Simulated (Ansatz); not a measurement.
Runs of Ansatz 0.2.0 on Hf2Pd2Se2Br2O3. The typed cell holds 11 atoms: a = 5.761 Å, b = 5.870 Å, c = 6.872 Å, α = 96.27°, β = 102.51°, γ = 95.11°. The cell was built by a generator and needn't be a form met in nature.

```tsv
task	level	potentials or basis	cell	k mesh	cutoff (eV)	gap on the mesh (eV)	pressure (GPa)	relaxed volume (Å³/atom)	largest force (eV/Å)
single point	PBE	JTH PAW	as given	5 × 5 × 4	1380	0.20	(c)	-	0.14
relaxation of cell and atoms	r2SCAN+rVV10	Ansatz PAW	relaxed	4 × 4 × 3	500	0.41	0.0	(b)	-
single point	PBE	PseudoDojo standard (PBE files)	as given	5 × 5 × 4	1170	0.21	-0.4	-	0.22
relaxation of cell and atoms	PBE+D4	Ansatz PAW	relaxed	4 × 4 × 3	420	(d)	0.0	(a)	-
relaxation of cell and atoms	RPBE	Ansatz PAW	relaxed	4 × 4 × 3	420	0.23	0.0	21.24	0.01
```

Alike in all rows: no spin polarisation; smearing fermi-dirac 0.05 eV.

Task: Estimate the missing entries.

Result: (a) 19.84; (b) 19.57; (c) -0.5; (d) 0.25.

Caveats: odd divisions of the mesh miss points on the zone boundary, where band edges often lie, so the gap on the mesh can be too wide; spin-orbit coupling is left out, which moves the levels of the heavy elements; the plane-wave basis is chosen anew once the cell has moved, so the energies of steps on either side of that aren't comparable (some runs); the PAW data sets come from PBE, with cores solved anew for the run's functional, which leaves a small shift of forces and pressure (some runs).

A k mesh can miss the band edges, and the runs leave out spin-orbit coupling on Br, Hf, Pd, Se.

The runs don't all hold the same shells in valence.
